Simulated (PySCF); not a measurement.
# GaH3SeO (SMILES [OH][GaH][SeH]): MP2/def2-TZVPP

Aim: the vertical ionisation energy of GaH3SeO at MP2/def2-TZVPP, from 2 runs. The job is set up through a Python script.

Program for the calculation: PySCF 2.14.0.

## 1. The molecule

The species is GaH3SeO (6 atoms), meant as a singlet with charge 0. As SMILES, `[OH][GaH][SeH]`. The shape is that of a PBE0-D4/def2-TZVP optimisation. This is one conformer, not always the lowest.

Bond lengths: O1–Ga2 1.782 Å, Ga2–Se3 2.328 Å, O1–H4 0.959 Å, Ga2–H5 1.550 Å, Se3–H6 1.469 Å. Angles: O1–Ga2–Se3 119.4°, O1–Ga2–H5 118.2°, Se3–Ga2–H5 122.4°, Ga2–O1–H4 114.9°, Ga2–Se3–H6 93.1°.

## 2. A single-point energy at MP2/def2-TZVPP

run.py reads:

```python
from pyscf import gto, scf, mp

mol = gto.Mole()
mol.atom = '''
O   -0.993200  -1.235100   0.178200
Ga   0.020500  -0.150500  -0.807400
Se   1.211500   1.558000   0.233400
H   -0.988600  -1.047100   1.118600
H    0.072700  -0.386000  -2.338400
H    0.719200   1.196600   1.569400
'''
mol.max_memory = 1860
mol.basis = 'def2-tzvpp'
mol.verbose = 3
mol.spin = 0
mol.build()

mf = scf.RHF(mol)
mf.conv_tol = 1e-10
mf.kernel()
if not mf.converged:
    mf = mf.newton().run(mf.mo_coeff, mf.mo_occ)

pt = mp.MP2(mf, frozen=19).run()
etot = pt.e_tot
print('E = %.10f Eh' % etot)
```

Run with:

```
$ OMP_NUM_THREADS=1 python run.py
```

The program printed:

```text
converged SCF energy = -4399.80684504037
E(RMP2) = -4400.55301544721  E_corr = -0.746170406839773
E(SCS-RMP2) = -4400.5176106554  E_corr = -0.710765615034889
E = -4400.5530154472 Eh
```

Wall time 20 s (1 thread of Arm Neoverse V1, shared host); peak memory 1.2 GiB.

## 3. The doublet cation, same level

job.py reads:

```python
from pyscf import gto, scf, mp

mol = gto.Mole()
mol.atom = '''
O     -1.876876    -2.334001     0.336749
Ga     0.038739    -0.284404    -1.525765
Se     2.289403     2.944193     0.441062
H     -1.868183    -1.978732     2.113848
H      0.137383    -0.729434    -4.418936
H      1.359091     2.261246     2.965736
'''
mol.verbose = 3
mol.basis = 'def2-tzvpp'
mol.spin = 1
mol.charge = 1
mol.max_memory = 1860
mol.unit = 'bohr'
mol.build()

calc0 = scf.UHF(mol)
calc0.conv_tol = 1e-10
calc0.kernel()
if not calc0.converged:
    calc0 = calc0.newton().run(calc0.mo_coeff, calc0.mo_occ)

pt = mp.MP2(calc0, frozen=19).run()
energy = pt.e_tot
print('E = %.10f Eh' % energy)
```

Run with:

```
$ OMP_NUM_THREADS=1 python job.py
```

The program printed:

```text
converged SCF energy = -4399.48664215033  <S^2> = 0.7620425  2S+1 = 2.0120065
E(UMP2) = -4400.19659065252  E_corr = -0.709948502186961
E(SCS-UMP2) = -4400.16337907964  E_corr = -0.676736929310639
E = -4400.1965906525 Eh
```

It took 80 s on 1 thread of Arm Neoverse V1, shared host; peak memory 1.7 GiB.

## 4. What came out

Level: MP2/def2-TZVPP, 19 core orbitals frozen.

```
                                                                  quantity           value
                                             singlet GaH3SeO: total energy  -4400.55302 Eh
                     singlet GaH3SeO: dipole moment (Hartree–Fock density)          0.83 D
                      singlet GaH3SeO: HOMO energy (Hartree–Fock orbitals)        -9.97 eV
                      singlet GaH3SeO: LUMO energy (Hartree–Fock orbitals)         1.81 eV
                    singlet GaH3SeO: HOMO–LUMO gap (Hartree–Fock orbitals)        11.78 eV
             singlet GaH3SeO: correlation energy (19 core orbitals frozen)      -746.2 mEh
                                              doublet cation: total energy  -4400.19659 Eh
doublet cation: HOMO energy (Hartree–Fock orbitals) (highest over α and β)       -17.53 eV
 doublet cation: LUMO energy (Hartree–Fock orbitals) (lowest over α and β)        -7.65 eV
              doublet cation: correlation energy (19 core orbitals frozen)      -709.9 mEh
                         doublet cation: ⟨S²⟩ of the reference determinant           0.762
                        vertical ionisation energy (to the doublet cation)        9.699 eV
```

**Reading.** Removing an electron at fixed nuclei costs 9.70 eV (936 kJ/mol).
